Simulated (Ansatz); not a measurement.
# Pr (P6_3/mmc) in Ansatz: single point with PBEsol

Aim: the single point of Pr with PBEsol.

Everything below comes from runs of Ansatz 0.2.0. Logs are shortened: lines on timing, memory, paths and dates and some standing lists are left out, and cuts for length are marked.

### Step 1. The structure

The structure is hexagonal, space group P6_3/mmc (No. 194). The conventional cell has a = 3.673 Å, b = 3.673 Å, c = 11.835 Å, α = 90.00°, β = 90.00°, γ = 120.00°. Pr (site symmetry -6m2) has 12 Pr at 3.64 to 3.67 Å as nearest neighbours. Pr (site symmetry -3m) is surrounded by 12 Pr at 3.64 to 3.67 Å.

### Step 2. Single point, PBEsol

File input.yaml:

```yaml
crystal:
  lattice:
    - [3.6725, 0.0, 0.0]
    - [-1.83625, 3.1804782954, 0.0]
    - [0.0, 0.0, 11.8354]
  atoms:
    - { symbol: Pr, position: [0.6666666667, 0.3333333333, 0.25] }
    - { symbol: Pr, position: [0.3333333333, 0.6666666667, 0.75] }
    - { symbol: Pr, position: [0.0, 0.0, 0.5] }
    - { symbol: Pr, position: [0.0, 0.0, 0.0] }
hamiltonian:
  xc: pbesol
  pseudopotentials: { kind: paw }
kpoints:
  mp_grid: { grid: [8, 8, 3] }
scf:
  occupations: { method: fermi_dirac, width: 0.05 }
output:
  forces: true
  stress: true
  eigenvalues: true
```

Potentials or basis: Ansatz PAW.

Command:

```bash
ansatz run input.yaml --threads 2 --pin off --max-ram 5632MiB --backend cpu --events-out ev --progress --plain --runs-dir out
```

Standard output:

```text
Warning: RAYON_NUM_THREADS=2 ignored (pool sized by the plan → 2); use --threads N
band count auto-derived: 59 (N_el = 52.0; filled up to band 26; 32 by the electrons, moments and atoms)
Engine: ansatz 0.2.0, x86_64-unknown-linux-gnu
Pseudopotentials: kind: paw
Pseudopotential: Pr, paw, valence charge 13, recommended cutoff 420 eV (normal), Pr.paw.azcp
Functional definition: PBEsol
  exchange = pbesol_x
  correlation = pbesol_c
Crystal: 4 atoms, lattice volume = 138.241 Å³
Basis set: ecut = 420 eV, 2715 PW (Γ), exchange–correlation on 50×50×160 points (8 copies of the dense FFT grid, shifted against one another)
Bands: 59, of which v1, the nominal top of the filled ones, is band 26 counted from 1 (25 counted from 0)
Symmetry: 24 space group operations
Space group: P63/mmc (ITA 194), of the structure as read, at distance tolerance 5.2e-5 Å
k-points: 20 of 192
Non-local potential: Pr, projectors of the file, l = 0: 3, l = 1: 2, l = 2: 2, l = 3: 3
PAW form: soft (Blöchl's): semilocal exchange-correlation on the pseudo side does not see the compensation charge
PAW frozen core: Pr, regenerated for the run's functional, and the local potential with it (the file was generated under x = pbe(κ = 0.804, μ = 0.2195149727645171), c = pbe(β = 0.06672455060314922))
PAW one-centre angular grid: Pr, 590 points (default); XC on 64 Gauss nodes
Initial density: superposition of atomic densities (neutral atoms: chi_scale 0, normalization atom), corrected by the library's trained network
Initial wavefunctions: pseudopotential atomic-orbital guess
Functional: x = pbesol(κ = 0.804, μ = 0.12345679012345678), c = pbesol(β = 0.046)
SCF iter   1: F=—  HF=-27363.020458 eV  |F-HF|=—  |Δ(HF+E_count)|=         —  Δρ=1.90e-2  dr2=4.43e-1  ethr=1.77e-3  ⟨swp⟩=5.1  Hψ=4515  notcnv=0  defer=3
preconditioner: auto → Kerker (q_TF=auto, 2.318 Å⁻¹)  [metal: Δε(μ)=0.007 eV  Ē_g=10.960 eV  σ=0.050 eV  W_gap=0.03  n_scr=38 (ndim 8)  ℏωp=20.9 eV  f_vac=0.000  D(μ)=45.36/eV (n_scr^D=1090)]
SCF iter   2: F=—  HF=-27363.014169 eV  |F-HF|=—  |Δ(HF+E_count)|=   6.29e-3  Δρ=1.03e-2  dr2=1.23e-1  ethr=8.52e-4  ⟨swp⟩=1.1  Hψ=1364  notcnv=0  defer=5
SCF iter   3: F=—  HF=-27363.050911 eV  |F-HF|=—  |Δ(HF+E_count)|=   3.67e-2  Δρ=1.58e-2  dr2=1.24e-1  ethr=2.37e-4  ⟨swp⟩=2.0  Hψ=1304  notcnv=0  defer=10
SCF iter   4: F=—  HF=-27363.012286 eV  |F-HF|=—  |Δ(HF+E_count)|=   3.86e-2  Δρ=1.81e-3  dr2=5.41e-3  ethr=2.37e-4  ⟨swp⟩=1.9  Hψ=1225  notcnv=0  defer=10
SCF iter   5: F=—  HF=-27363.012202 eV  |F-HF|=—  |Δ(HF+E_count)|=   8.48e-5  Δρ=9.42e-4  dr2=6.22e-4  ethr=1.04e-5  ⟨swp⟩=1.0  Hψ=1143  notcnv=0  defer=10
SCF iter   6: F=—  HF=-27363.012077 eV  |F-HF|=—  |Δ(HF+E_count)|=   1.25e-4  Δρ=3.01e-4  dr2=9.13e-5  ethr=1.20e-6  ⟨swp⟩=1.0  Hψ=1143  notcnv=0  defer=10
SCF iter   7: F=—  HF=-27363.012081 eV  |F-HF|=—  |Δ(HF+E_count)|=   4.31e-6  Δρ=1.61e-4  dr2=4.32e-5  ethr=1.76e-7  ⟨swp⟩=1.0  Hψ=1147  notcnv=0  defer=10
SCF iter   8: F=—  HF=-27363.012079 eV  |F-HF|=—  |Δ(HF+E_count)|=   2.09e-6  Δρ=4.08e-5  dr2=2.67e-6  ethr=8.32e-8  ⟨swp⟩=1.0  Hψ=1143  notcnv=0  defer=10
SCF iter   9: F=—  HF=-27363.012079 eV  |F-HF|=—  |Δ(HF+E_count)|=   3.29e-7  Δρ=7.87e-6  dr2=1.19e-7  ethr=5.14e-9  ⟨swp⟩=1.0  Hψ=1143  notcnv=0  defer=10
SCF iter  10: F=-27363.012079 eV  HF=-27363.012079 eV  |F-HF|=2.53e-9  |Δ(HF+E_count)|=   8.08e-9  Δρ=1.98e-6  dr2=5.44e-9  ethr=1.92e-10  ⟨swp⟩=8.1  Hψ=3366  notcnv=0
SCF 1 converged in 10 iterations: F = -27363.012079 eV  dr2 = 5.44e-9
SCF converged after 10 iterations
Free energy (F): -27363.012079 eV
Harris-Foulkes:  -27363.012079 eV  (|F-HF|=2.53e-9)
Internal energy: -27362.597309 eV  (E = F + TS)
E sigma→0 (E₀):  -27362.804694 eV
Entropy (-TS):   -0.414770 eV (-103.693 meV/atom)
Fermi energy:    11.712886 eV
--- Per-component energies (eV) ---
  E_band       = -114.123949
  E_kinetic    = 1374.950548
  E_local      = -2410.299399  (includes V_loc(G=0)·N_el)
  E_nonlocal   = 247.384268
  E_hartree    = 827.132016
  E_xc         = -886.221910
  E_vxc        = -976.579685  (∫ρ·V_xc dr)
  E_paw        = -22201.250009  (= ΣΔE_a)
  E_vpaw       = -3.843596  (= ΣTr[D̂ρ^β])
  E_aug_tail   = -0.000000  (compensation charges beyond the density's cutoff)
  E_ewald      = -4315.474767
  E_core_change = 1.181945  (= ΣΔE_core)
  E_smearing   = -0.414770  (= −TS)
  E_closure    = 0.000000  (closes the sum)
  Σ components = -27363.012079   (vs F -27363.012079, Δ=0.00e0)
--- Forces (eV/Å), atoms counted from 1 ---
  atom   1  Pr    -0.00000000     0.00000000     0.00000000
  atom   2  Pr    -0.00000000     0.00000000     0.00000000
  atom   3  Pr    -0.00000000    -0.00000000    -0.00000000
  atom   4  Pr     0.00000000    -0.00000000     0.00000000
  max |Σ_I F_I| component: 1.85e-17 eV/Å
--- Stress (GPa, compression-positive) ---
       -9.217048      -0.000000       0.000000
        0.000000      -9.217048       0.000000
        0.000000       0.000000      -9.065588
  P = ⅓ Tr σ = -9.1666 GPa (-91.666 kbar)
--- Band table (eV; the first three rows and the last of 20) ---
  k-point 0: bands = ["-24.1605", "-24.0809", "-24.0716", "-23.9897", "-6.7587", "-6.1571", "-6.1429", "-5.6701", "-5.6701", "-5.5902", "-5.5902", "-5.5784", "-5.5784", "-5.4966", "-5.4966", "-5.4649", "8.2787", "9.6907", "9.7195", "10.0646", "11.4836", "11.5447", "11.5950", "11.6295", "11.6479", "11.7288", "11.7989", "11.7989", "11.8067", "11.8067", "11.8102", "11.8658", "11.8658", "11.8661", "11.8661", "11.9423", "11.9423", "11.9511", "11.9744", "11.9744", "12.1164", "12.1164", "12.1661", "12.1661", "12.1670", "12.1704", "12.1793", "12.1828", "13.1815", "13.1930", "13.2991", "13.2991", "13.3931", "13.3931", "13.6560", "13.8962", "13.8962", "14.0645", "14.0645"]
  k-point 1: bands = ["-24.1494", "-24.1188", "-24.0331", "-24.0014", "-6.6807", "-6.4623", "-5.8188", "-5.6588", "-5.6588", "-5.6278", "-5.6278", "-5.5622", "-5.5404", "-5.5404", "-5.5084", "-5.5084", "8.4931", "9.0570", "10.0460", "10.0816", "11.5175", "11.5334", "11.5697", "11.6232", "11.7446", "11.7454", "11.8064", "11.8064", "11.8122", "11.8122", "11.8299", "11.8434", "11.8434", "11.8470", "11.8470", "11.9224", "11.9859", "11.9859", "12.0113", "12.0113", "12.0881", "12.0881", "12.1232", "12.1232", "12.1677", "12.1694", "12.1804", "12.1821", "13.2961", "13.4070", "13.4070", "13.4861", "13.5004", "13.5004", "13.5368", "13.7595", "13.7595", "13.8923", "13.8923"]
  k-point 2: bands = ["-24.1402", "-24.0660", "-24.0567", "-23.9806", "-6.6992", "-6.1808", "-6.1704", "-5.8114", "-5.7158", "-5.6974", "-5.6759", "-5.6375", "-5.6230", "-5.6113", "-5.5158", "-5.4894", "8.6857", "10.0416", "10.0700", "10.4270", "11.3923", "11.4942", "11.5428", "11.5532", "11.6121", "11.6883", "11.7787", "11.7911", "11.8160", "11.8198", "11.8224", "11.8663", "11.8743", "11.8885", "11.8992", "11.9261", "11.9481", "11.9518", "11.9737", "11.9778", "12.0781", "12.0799", "12.0938", "12.1074", "12.1121", "12.1172", "12.1226", "12.1716", "12.8290", "12.9868", "13.0816", "13.1035", "13.3977", "13.7295", "13.7329", "13.9344", "14.0356", "14.2785", "14.3380"]
  k-point 19: bands = ["-23.9735", "-23.9698", "-23.9550", "-23.9514", "-6.5371", "-6.5144", "-6.4321", "-6.4139", "-6.2273", "-6.2003", "-6.1325", "-6.0352", "-5.9053", "-5.8142", "-5.7544", "-5.7258", "10.6983", "10.7803", "11.1997", "11.2062", "11.4535", "11.4688", "11.5226", "11.5957", "11.6931", "11.7565", "11.7965", "11.7974", "11.8056", "11.8173", "11.8564", "11.8700", "11.8764", "11.8825", "11.8923", "11.9406", "11.9454", "11.9569", "11.9812", "11.9968", "12.0565", "12.0600", "12.0669", "12.0672", "12.1235", "12.1344", "12.1521", "12.1730", "12.2079", "12.3640", "12.4665", "12.5609", "13.1686", "13.2717", "13.3283", "13.6921", "14.5669", "14.7873", "15.6731"]
```

Wall time 4.5 s (2 threads of Intel Xeon Platinum 8259CL at 2.50GHz (Skylake/Cascade Lake), shared host); peak memory 0.52 GiB.

What came out:

```yaml
Free_energy: -27363.0121 eV
Pressure: -9.2 GPa
Band_gap_on_the_k_mesh: none (metal or under the smearing width)
```

Levels at points of the mesh, in eV from the Fermi level:
| k point | band 21 | band 22 | band 23 | band 24 | band 25 | band 26 | band 27 | band 28 | band 29 | band 30 |
| --- | --- | --- | --- | --- | --- | --- | --- | --- | --- | --- |
| (0.00, 0.00, 0.00) | -0.23 | -0.17 | -0.12 | -0.08 | -0.06 | 0.02 | 0.09 | 0.09 | 0.09 | 0.09 |
| (0.00, -0.50, 0.00) | -0.52 | -0.32 | -0.28 | -0.09 | -0.03 | -0.01 | 0.11 | 0.11 | 0.13 | 0.15 |

Caveat: the PAW data sets come from PBE, with cores solved anew for the run's functional, which leaves a small shift of forces and pressure.
